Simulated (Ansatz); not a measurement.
Runs of Ansatz 0.2.0 on Au. The cell holds a sheet with vacuum, 1 atom: a = 2.662 Å, b = 2.662 Å, c = 23.800 Å, α = 90.00°, β = 90.00°, γ = 90.00°. The cell was built by a generator and needn't be a form met in nature.

```csv
task,level,cutoff (eV),basis error allowed,gap on the mesh (eV),work function (eV)
work function,PBEsol,278,0.002 eV/atom,none,5.89
work function,PBE,278,0.002 eV/atom,none,5.73
projected density of states,PBE,278,0.002 eV/atom,-,5.73
work function,LDA,277,0.002 eV/atom,none,(a)
single point,PBE,299,0.001 eV/atom,none,-
```

Alike in all rows: potentials or basis all-electron LAPW, scalar-relativistic; no spin polarisation; cell as given; k mesh 10 × 10 × 1; smearing fermi-dirac 0.05 eV.

Question: Estimate the missing entries.

Answer: (a) 6.18.

Caveats: spin-orbit coupling is left out, which moves the levels of the heavy elements (some runs).

A k mesh can miss the band edges, and the runs leave out spin-orbit coupling on Au.

A gap of «none» marks a metal or a gap under the smearing width.
